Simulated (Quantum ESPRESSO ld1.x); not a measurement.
# Yb²⁺ in [Xe] 4f14: an all-electron calculation

What are the levels of the ytterbium ion Yb2+, how large are its shells, and how does its energy divide?

Program: Quantum ESPRESSO ld1.x 7.5. Level of theory: Dirac Kohn-Sham, HCTH/120, spin-unpolarised, spherical densities, point nucleus. These are calculated values, not measurements, unless marked.

## Step 1: The atom as given

- element: ytterbium (Z = 70)
- charge: +2
- electrons: 68
- configuration: [Xe] 4f14

The outer shells:

Yb²⁺
```
[Xe] core
4f [↑↓][↑↓][↑↓][↑↓][↑↓][↑↓][↑↓]
```

## Step 2: The run

Input file ld1.in:

```fortran
 &input
    atom='Yb',
    iswitch=1,
    rel=2,
    dft='HCTH',
    config='[Xe] 4f14 6s0 5d0',
    rel_dist='average',
    verbosity='high',
    lsmall=.true.,
    prefix='ld1',
    max_out_wfc=37,
    file_charge='ld1.rho',
 /
```

On the command line:

```console
$ OMP_NUM_THREADS=1 ld1.x < ld1.in > ld1.out
```

Q: Predict the outcome of this run.

As calculated:

```
                        quantity                   value
                    total energy       -14084.12 hartree
exchange-correlation share of it                  2.16 %
                            −T/E                  1.1110
          highest occupied level       4f7/2, -17.744 eV
    most extended occupied level  5p3/2, <r> = 1.47 bohr
 radius at density 0.001 e/bohr³               3.28 bohr
    maxima of the radial density                       4
         ionisation energy, NIST    25.05 (semi-emp.) eV
```

**Reading.** The radial density shows 4 maxima for 5 occupied principal shells; where shells overlap, one shows as a shoulder or not at all. −T/E is 1.111: with relativity the kinetic term as defined here no longer equals −E. The top level binds by 17.744 eV, 71 % of the NIST ionisation energy of 25.05 eV; the potential of a semilocal functional falls off too fast, so its top eigenvalue is too shallow. 
